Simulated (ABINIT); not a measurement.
Something may be wrong with this ABINIT 10.8.3 (patched build) calculation of AgRh.

File run.abi:

```
# Pseudopotentials
pp_dirpath "./"
pseudos "Ag.GGA_PBE-JTH.xml, Rh.GGA_PBE-JTH.xml"

# Structure
acell 3*1.0 Angstrom
rprim
     2.7775881998     0.0000000000     0.0000000000
    -1.3887940999     2.4054619423     0.0000000000
     0.0000000000     0.0000000000     4.8086020000
ntypat 2
znucl 47 45
natom 2
typat 1 2
xred
     0.0000000000     0.0000000000     0.5000000000
     0.6666666667     0.3333333333     0.0000000000

# Plane-wave basis
ecut 20.0
pawecutdg 40.0
pawxcdev 0

# k points
kptopt 1
ngkpt 11 11 6
nshiftk 1
shiftk 0.0 0.0 0.0

# Exchange and correlation
ixc 11

# Bands and occupations
nband 18
occopt 1

# SCF cycle
nstep 50
tolvrs 1.0e-9

# Output
iomode 3
prtwf 0
prtden 0
prteig 0
prtebands 0
enunit 2
```

Potentials or basis: JTH PAW PBE v2.0.

Launch:

```console
$ abinit run.abi > log 2>&1
```

run.abo:

```text
.Version 10.8.3 of ABINIT
 Symmetries : space group P-6 m 2 (#187); Bravais hP (primitive hexag.)
================================================================================
 Values of the parameters that define the memory need of the present run
     intxc =       0    ionmov =       0      iscf =      17    lmnmax =      18
     lnmax =       6     mgfft =      40  mpssoang =       3    mqgrid =    3001
     natom =       2  nloc_mem =       2    nspden =       1   nspinor =       1
    nsppol =       1      nsym =      12    n1xccc =       1    ntypat =       2
    occopt =       1   xclevel =       2
       mpw =         936          nfft =       23040          nkpt =          64
 PAW method is used; the additional fine FFT grid is defined by:
   mgfftf=        54    nfftf =     48600
================================================================================
================================================================================

[... 288 lines left out ...]
- sigma(3 3)=  6.61858419E-01  sigma(2 1)=  0.00000000E+00

== END DATASET(S) ==============================================================
================================================================================

 -outvars: echo values of variables after computation  --------
            acell      1.8897261259E+00  1.8897261259E+00  1.8897261259E+00 Bohr
           etotal     -1.4961204296E+02
            fcart     -1.0259882932E-28 -1.8362993135E-27 -0.0000000000E+00
                       1.0259882932E-28  1.8362993135E-27 -0.0000000000E+00
            rprim      2.7775881998E+00  0.0000000000E+00  0.0000000000E+00
                      -1.3887940999E+00  2.4054619423E+00  0.0000000000E+00
                       0.0000000000E+00  0.0000000000E+00  4.8086020000E+00
           strten     -7.5667623466E-05 -7.5667624124E-05  2.2496110423E-05
                       0.0000000000E+00  0.0000000000E+00  0.0000000000E+00
           xangst      0.0000000000E+00  0.0000000000E+00  2.4043010000E+00
                       1.3887940999E+00  8.0182064743E-01  0.0000000000E+00
             xred      0.0000000000E+00  0.0000000000E+00  5.0000000000E-01
                       6.6666666667E-01  3.3333333333E-01  0.0000000000E+00
 Calculation completed.
```

Among its messages:

```text
was not enough SCF cycles
```

Q: Diagnose the run.

A: No converged result was reached. The input holds a flaw that was put in on purpose: fixed occupations on an odd or metallic count (occopt = 1; tsmear = left out).
